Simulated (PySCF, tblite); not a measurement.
# C3H10BN: a rotation path, then NMR shifts on frames

Aim: move C3H10BN (`BNCCC`) away from its starting geometry and see how NMR shifts follow the geometry.

Programs: tblite 0.8.0 and PySCF 2.14.0, with density-fitted response routines of our own. Each step states its level of theory. These are calculated values for one molecule in the gas phase, unless marked as measured. Atoms are numbered from 0 throughout.

## 1. The molecule as given

15 atoms, charge 0, multiplicity 1; geometry from: GFN2-xTB.

Bonds of the start (Å): B0–N1 1.38, N1–C2 1.45, C2–C3 1.53, C3–C4 1.52, B0–H5 1.17, B0–H6 1.17, N1–H7 1.01, C2–H8 1.10, C2–H9 1.09, C3–H10 1.09, C3–H11 1.09, C4–H12 1.09, C4–H13 1.09, C4–H14 1.09.

## 2. The rotation path with GFN2-xTB

Job settings and geometry (Å):

```
{"job": {"kind": "neb", "xc": "GFN2-xTB", "basis": "xTB", "atoms": [1, 2, 3, 4], "turn": 120}, "charge": 0, "multiplicity": 1}
B     -2.649744    -0.070881    -0.297245
N     -1.473411    -0.305955     0.377441
C     -0.222939     0.407520     0.250933
C      0.898191    -0.494811    -0.275072
C      2.200451     0.273888    -0.456933
H     -3.569921    -0.764827    -0.085386
H     -2.702119     0.816906    -1.060697
H     -1.400398    -1.069798     1.035038
H      0.072842     0.817454     1.226356
H     -0.375387     1.241251    -0.437094
H      1.054874    -1.319737     0.425282
H      0.584544    -0.922584    -1.229645
H      2.523815     0.705854     0.487625
H      2.984919    -0.386388    -0.818737
H      2.069869     1.080099    -1.175090
```

Level: GFN2-xTB climbing-image nudged elastic band, gas phase.

Started as:

```bash
$ OMP_NUM_THREADS=1 python probes_run.py task.json out
```

This one command runs all jobs of the session in turn.

Output:

```text
image   E - E0 / eV
  0       0.0000
  1       0.0121
  2       0.0458
  3       0.0836
  4       0.1034
  5       0.0930
  6       0.0596
  7       0.0261
  8       0.0142
```

It took 1.2 s on 1 thread of Intel Xeon 6975P-C, shared host; peak memory 0.18 GiB.

The final band, with the dihedral N1–C2–C3–C4:

| image | dihedral (°) | energy (eV) | energy (kcal/mol) |
| --- | --- | --- | --- |
| 0 | 178 | 0.000 | 0.0 |
| 1 | 192 | 0.012 | 0.3 |
| 2 | 207 | 0.046 | 1.1 |
| 3 | 222 | 0.084 | 1.9 |
| 4 | 237 | 0.103 | 2.4 |
| 5 | 251 | 0.093 | 2.1 |
| 6 | 266 | 0.060 | 1.4 |
| 7 | 281 | 0.026 | 0.6 |
| 8 | 295 | 0.014 | 0.3 |

## 3. Shielding tensors: image 0, PBE0/pcSseg-1

Job settings and geometry (Å):

```
{"job": {"kind": "nmr", "xc": "PBE0", "basis": "pcSseg-1", "pop": false}, "charge": 0, "multiplicity": 1}
B     -2.649700    -0.070900    -0.297200
N     -1.473400    -0.306000     0.377400
C     -0.222900     0.407500     0.250900
C      0.898200    -0.494800    -0.275100
C      2.200500     0.273900    -0.456900
H     -3.569900    -0.764800    -0.085400
H     -2.702100     0.816900    -1.060700
H     -1.400400    -1.069800     1.035000
H      0.072800     0.817500     1.226400
H     -0.375400     1.241300    -0.437100
H      1.054900    -1.319700     0.425300
H      0.584500    -0.922600    -1.229600
H      2.523800     0.705900     0.487600
H      2.984900    -0.386400    -0.818700
H      2.069900     1.080100    -1.175100
```

Method: GIAO PBE0/pcSseg-1 NMR shielding, non-relativistic, gas phase.

Output:

```text
coarse grid: 11608 points
cycle   1  E = -199.6259502573  dE =  2.928e-01  |g| = 3.732e-01  |ddm| = 3.108e+00
cycle   2  E = -199.6291458359  dE = -3.196e-03  |g| = 3.788e-01  |ddm| = 6.440e-01
cycle   3  E = -199.6644581465  dE = -3.531e-02  |g| = 5.462e-02  |ddm| = 3.134e-01
cycle   4  E = -199.6650460482  dE = -5.879e-04  |g| = 2.454e-02  |ddm| = 5.178e-02
cycle   5  E = -199.6651740791  dE = -1.280e-04  |g| = 6.395e-03  |ddm| = 1.806e-02
cycle   6  E = -199.6651833318  dE = -9.253e-06  |g| = 1.202e-03  |ddm| = 5.655e-03
final grid: 109544 points
cycle   7  E = -199.6930204102  dE = -3.385e-05  |g| = 8.130e-03  |ddm| = 2.201e-02
cycle   8  E = -199.6930137122  dE =  6.698e-06  |g| = 9.769e-03  |ddm| = 1.386e-02
cycle   9  E = -199.6930372126  dE = -2.350e-05  |g| = 1.102e-03  |ddm| = 7.481e-03
cycle  10  E = -199.6930374895  dE = -2.769e-07  |g| = 2.485e-04  |ddm| = 8.107e-04
cycle  11  E = -199.6930375018  dE = -1.229e-08  |g| = 6.332e-05  |ddm| = 2.186e-04
cycle  12  E = -199.6930375029  dE = -1.042e-09  |g| = 1.252e-05  |ddm| = 6.633e-05
cycle  13  E = -199.6930375029  dE = -3.138e-11  |g| = 3.501e-06  |ddm| = 1.207e-05
converged SCF energy = -199.6930375029

GIAO shielding tensors (ppm)
atom      isotropic    diamagn.    paramagn.     s11        s22        s33       span
  0 B       65.352     196.499    -131.147     30.774     47.167    118.116     87.342
  1 N      109.307     320.501    -211.194    -14.261    138.880    203.302    217.563
  2 C      128.415     246.635    -118.220    102.552    119.764    162.931     60.379
  3 C      153.642     248.713     -95.070    136.248    153.732    170.948     34.700
  4 C      173.340     246.372     -73.032    164.347    167.954    187.720     23.372
  5 H       27.211      29.793      -2.582     25.280     27.146     29.206      3.926
  6 H       27.040      31.264      -4.224     24.315     27.319     29.486      5.171
  7 H       26.837      32.308      -5.471     21.802     28.497     30.211      8.409
  8 H       28.381      31.386      -3.005     23.854     29.124     32.166      8.312
  9 H       28.554      32.546      -3.993     24.713     29.462     31.486      6.773
 10 H       30.175      32.010      -1.836     26.030     29.911     34.583      8.553
 11 H       30.190      32.028      -1.838     26.403     29.669     34.498      8.095
 12 H       30.853      29.496       1.357     26.758     28.930     36.870     10.111
 13 H       30.467      28.078       2.389     26.008     27.769     37.624     11.617
 14 H       30.795      29.650       1.145     26.501     29.004     36.879     10.379
```

Run time: 7.1 s. Hardware: 1 thread of Intel Xeon 6975P-C, shared host; peak memory 0.65 GiB.

Shifts follow as δ = σ(reference) − σ, with reference shieldings (ppm) from runs at the same level and on the same kind of geometry: 1H TMS 31.72, 13C TMS 186.9, 15N NH3 267.7, 11B BF3·OEt2 100.1. The references are single molecules in the gas phase, so shifts against H2O, NH3, PH3, H3PO4 or CFCl3 are not on the usual liquid scales and can be off by tens of ppm. Each atom is listed at this fixed geometry, with no averaging over motion; a spectrum would average atoms that exchange fast.

| atoms | environment | σ (ppm) | δ (ppm) |
| --- | --- | --- | --- |
| C2 | sp3 CH2 bonded to N | 128.4 | 58.5 |
| C3 | sp3 CH2 | 153.6 | 33.3 |
| C4 | methyl carbon | 173.3 | 13.6 |
| H7 | hydrogen on a nitrogen bonded to C, B | 26.84 | 4.88 |
| H6 | hydrogen on a boron bonded to N | 27.04 | 4.68 |
| H5 | hydrogen on a boron bonded to N | 27.21 | 4.51 |
| H8 | hydrogen on an sp3 CH2 bonded to N | 28.38 | 3.34 |
| H9 | hydrogen on an sp3 CH2 bonded to N | 28.55 | 3.16 |
| H10 | hydrogen on an sp3 CH2 | 30.17 | 1.54 |
| H11 | hydrogen on an sp3 CH2 | 30.19 | 1.53 |
| H13 | hydrogen on a methyl carbon | 30.47 | 1.25 |
| H14 | hydrogen on a methyl carbon | 30.79 | 0.92 |
| H12 | hydrogen on a methyl carbon | 30.85 | 0.86 |
| B0 | boron bonded to N, 2 H | 65.4 | 34.7 |
| N1 | nitrogen bonded to C, B, H | 109.3 | 158.4 |

## 4. Nuclear shieldings: image 2, PBE0/pcSseg-1

Job settings and geometry (Å):

```
{"job": {"kind": "nmr", "xc": "PBE0", "basis": "pcSseg-1", "pop": false}, "charge": 0, "multiplicity": 1}
B     -2.688100    -0.173100    -0.147000
N     -1.432700    -0.239900     0.412800
C     -0.250100     0.496900     0.028900
C      0.870200    -0.419800    -0.487900
C      2.247000     0.193400    -0.270200
H     -3.537700    -0.850800     0.290900
H     -2.869200     0.552200    -1.049300
H     -1.246900    -0.860300     1.188800
H      0.121100     1.058800     0.896200
H     -0.532600     1.215400    -0.742200
H      0.820500    -1.376900     0.036600
H      0.718900    -0.621100    -1.549500
H      2.422400     0.361200     0.790800
H      3.023100    -0.471600    -0.640100
H      2.329700     1.143500    -0.792000
```

With the program's defaults for keys left out, this is: GIAO PBE0/pcSseg-1 NMR shielding, non-relativistic, gas phase.

Output:

```text
coarse grid: 11608 points
cycle   1  E = -199.6235679829  dE =  2.936e-01  |g| = 3.734e-01  |ddm| = 3.103e+00
cycle   2  E = -199.6271284810  dE = -3.560e-03  |g| = 3.771e-01  |ddm| = 6.400e-01
cycle   3  E = -199.6621474586  dE = -3.502e-02  |g| = 5.551e-02  |ddm| = 3.091e-01
cycle   4  E = -199.6627597569  dE = -6.123e-04  |g| = 2.435e-02  |ddm| = 5.241e-02
cycle   5  E = -199.6628853738  dE = -1.256e-04  |g| = 6.462e-03  |ddm| = 1.783e-02
cycle   6  E = -199.6628948228  dE = -9.449e-06  |g| = 1.176e-03  |ddm| = 5.708e-03
final grid: 109544 points
cycle   7  E = -199.6907947700  dE = -3.678e-05  |g| = 8.015e-03  |ddm| = 2.492e-02
cycle   8  E = -199.6907893473  dE =  5.423e-06  |g| = 9.358e-03  |ddm| = 1.350e-02
cycle   9  E = -199.6908112255  dE = -2.188e-05  |g| = 9.920e-04  |ddm| = 7.300e-03
cycle  10  E = -199.6908114526  dE = -2.270e-07  |g| = 2.693e-04  |ddm| = 7.804e-04
cycle  11  E = -199.6908114667  dE = -1.414e-08  |g| = 6.818e-05  |ddm| = 2.158e-04
cycle  12  E = -199.6908114679  dE = -1.193e-09  |g| = 1.246e-05  |ddm| = 7.087e-05
cycle  13  E = -199.6908114679  dE = -3.126e-11  |g| = 3.611e-06  |ddm| = 1.096e-05
converged SCF energy = -199.6908114679

GIAO shielding tensors (ppm)
atom      isotropic    diamagn.    paramagn.     s11        s22        s33       span
  0 B       65.502     196.439    -130.936     31.015     47.564    117.929     86.914
  1 N      107.169     320.357    -213.189    -15.936    135.601    201.842    217.778
  2 C      129.046     246.337    -117.292    103.016    121.156    162.965     59.949
  3 C      154.697     248.237     -93.540    133.867    155.865    174.357     40.490
  4 C      171.708     246.778     -75.070    157.794    171.057    186.272     28.478
  5 H       27.253      29.829      -2.576     25.287     27.182     29.290      4.002
  6 H       27.107      31.140      -4.034     24.360     27.421     29.539      5.178
  7 H       26.870      32.586      -5.716     21.737     28.839     30.034      8.296
  8 H       28.682      31.731      -3.049     23.685     29.876     32.487      8.802
  9 H       28.227      32.028      -3.801     24.911     28.246     31.522      6.610
 10 H       30.518      32.369      -1.851     26.056     30.611     34.888      8.832
 11 H       29.769      31.539      -1.770     26.045     28.982     34.280      8.235
 12 H       30.851      29.926       0.926     26.784     29.184     36.586      9.801
 13 H       30.538      28.183       2.355     26.119     27.736     37.758     11.639
 14 H       30.823      29.407       1.415     26.608     28.914     36.946     10.338
```

Run time: 7 s. Hardware: 1 thread of Intel Xeon 6975P-C, shared host; peak memory 0.67 GiB.

In short: δ C2 57.9, C3 32.2, C4 15.2, B0 34.6, H7 4.85, H6 4.61 ppm.

[end of part 1 of 2]
